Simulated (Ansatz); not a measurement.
# C2H6InN: a ladder of functionals and wavefunction methods

An exercise on one series of results from a longer session: the logs are not shown, and one member is left open.

The runs use Ansatz 0.2.0, Gaussian basis; functionals in def2-TZVPP, the program's frozen cores in correlated methods.

Plan: LDA (SPW92), PBE-D4, revPBE-D4, BLYP-D4, r2SCAN-D4, B97M-V, PBE0-D4, B3LYP-D4, r2SCANh-D4, r2SCAN0-D4, HSE06-D4, BHLYP-D4, CAM-B3LYP-D4, LC-ωPBE, ωB97X-V, ωB97M-V, B2PLYP, PBE-QIDH; CCSD(T)/def2-SVP; CCSD(T)/def2-TZVPP; MP2/def2-QZVPP; extrapolation to the limit; RPA on PBE.

## The geometry

An earlier PBE0-D4 in a triple-zeta def2 set relaxation fixed the geometry. In takes the def2 core potential; no spin-orbit term is included.

SMILES `C[C](=N)[InH2]`, 10 atoms, charge 0, spin multiplicity 1.

Atoms are counted from 1 here; the program's logs count them from 0.

Bond lengths: C1–C2 1.486 Å, C1–H5 1.094 Å, C1–H6 1.094 Å, C1–H7 1.097 Å, C2–N3 1.273 Å, C2–In4 2.161 Å, N3–H8 1.028 Å, In4–H9 1.719 Å, In4–H10 1.719 Å. Angles: C2–C1–H5 110.1°, C2–C1–H6 110.1°, C2–C1–H7 111.7°, H5–C1–H6 106.6°, H5–C1–H7 109.1°, H6–C1–H7 109.1°, C1–C2–N3 125.9°, C1–C2–In4 141.8°, N3–C2–In4 92.2°, C2–N3–H8 115.1°, C2–In4–H9 117.0°, C2–In4–H10 117.1°, H9–In4–H10 125.2°.

The first run:

Contents of in.yaml:

```yaml
crystal:
  periodic: [false, false, false]
  atoms:
    - {symbol: C, position_ang: [1.283319, -0.841904, -0.015540]}
    - {symbol: C, position_ang: [-0.047898, -0.182048, 0.027276]}
    - {symbol: N, position_ang: [-1.165183, -0.765709, 0.206668]}
    - {symbol: In, position_ang: [-0.989098, 1.756716, -0.127677]}
    - {symbol: H, position_ang: [1.934200, -0.425390, 0.758585]}
    - {symbol: H, position_ang: [1.770487, -0.643302, -0.974506]}
    - {symbol: H, position_ang: [1.203351, -1.926476, 0.128415]}
    - {symbol: H, position_ang: [-1.110280, -1.785108, 0.330020]}
    - {symbol: H, position_ang: [-1.295583, 2.596655, 1.340932]}
    - {symbol: H, position_ang: [-1.583324, 2.216557, -1.674164]}
basis:
  gaussian: {orbitals: def2-TZVPP}
hamiltonian: {xc: lda}
output: {orbitals: {seedname: orbitals}}
```

Started as:

```
$ ansatz run in.yaml --threads 4 --pin off --events-out ev --progress --plain --max-ram 10444MiB
```

Among the steps run: LDA; PBE-D4 (GGA); revPBE-D4 (GGA); BLYP-D4 (GGA); r2SCAN-D4 (meta-GGA); B97M-V (meta-GGA); B3LYP-D4 (hybrid); r2SCANh-D4 (hybrid); r2SCAN0-D4 (hybrid); HSE06-D4 (hybrid); BHLYP-D4 (hybrid); CAM-B3LYP-D4 (range-separated); LC-ωPBE (range-separated); ωB97X-V (range-separated); ωB97M-V (range-separated); B2PLYP (double hybrid); PBE-QIDH (double hybrid).

One table of the session follows, with a row left open; its other results are not shown here.

It belongs to the step «Frontier levels by functional». 

| functional | HOMO (eV) | gap (eV) |
| --- | --- | --- |
| LDA (SPW92) | -5.61 | 3.59 |
| PBE-D4 | -5.48 | 3.68 |
| revPBE-D4 | -5.42 | 3.72 |
| BLYP-D4 | ? | ? |
| r2SCAN-D4 | -5.69 | 4.18 |
| B97M-V | -5.84 | 3.99 |
| PBE0-D4 | -6.64 | 5.53 |
| B3LYP-D4 | -6.47 | 5.09 |
| r2SCANh-D4 | -6.12 | 4.85 |
| r2SCAN0-D4 | -6.79 | 5.86 |
| HSE06-D4 | -6.24 | 4.78 |
| BHLYP-D4 | -7.76 | 7.26 |
| CAM-B3LYP-D4 | -7.96 | 7.63 |
| LC-ωPBE | -9.21 | 9.95 |
| ωB97X-V | -8.92 | 9.52 |
| ωB97M-V | -8.82 | 9.10 |

Estimate the missing values for BLYP-D4.

Worked estimate for «HOMO (eV)». Against the share of exact exchange, B3LYP-D4 (0.2, -6.47), BHLYP-D4 (0.5, -7.76) give a slope of -4.30 per unit share; at 0 the line stands at -5.61.

**Answer.** HOMO (eV): -5.39; gap (eV): 3.62. In «HOMO (eV)» the line misses by -0.22.
